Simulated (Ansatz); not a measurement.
Predict the output of the script below (Ansatz 0.2.0, Python API).

Contents of `c2h6ges.xyz`:
```text
10

C    -0.65730    0.24630   -1.09160
C    -0.39150   -0.55820    0.12090
S     0.97580   -1.62890   -0.13090
Ge    1.01990    0.22000    1.24920
H    -1.24300   -0.33650   -1.86670
H    -1.35780    1.15460   -0.80710
H     0.24410    0.69690   -1.56910
H    -1.20540   -1.00660    0.64360
H     0.91380   -0.20560    2.78310
H     1.78470    1.36700    0.67160
```

Script `c2h6ges_disp.py`:
```python
"""Dispersion corrections for C2H6GeS."""

import ansatz

system = ansatz.Crystal.molecule_from_extxyz("c2h6ges.xyz")

base = system.calculation().basis(gaussian="def2-SVP")
for name in ["blyp", "revpbe"]:
    for correction in ("d3bj", "d4"):
        summary = base.functional(name, dispersion=correction).run(threads=1, pin="off").report
        print(f"{name:8s} {correction:5s} total {summary['free_energy_ev']:.5f} eV, of which dispersion {1000 * summary['dispersion']['energy']['ev']:.2f} meV")
```

```console
$ python c2h6ges_disp.py
blyp     d3bj  total -69512.80949 eV, of which dispersion -535.84 meV
blyp     d4    total -69512.79978 eV, of which dispersion -526.13 meV
revpbe   d3bj  total -69506.17275 eV, of which dispersion -592.29 meV
revpbe   d4    total -69506.28514 eV, of which dispersion -704.68 meV
```

Total energies depend on the basis set; only differences at equal settings carry meaning. The geometry is a force-field or estimated start, not a minimum of this method, and the basis set is short of its limit. D4 holds the three-body term, and d3bj doesn't. Hardware and time: 12 s on 1 thread of Arm Neoverse V2, on a shared host, peak memory 0.2 GiB.

(Lines on the test bed's own set-up are left out of the output.)
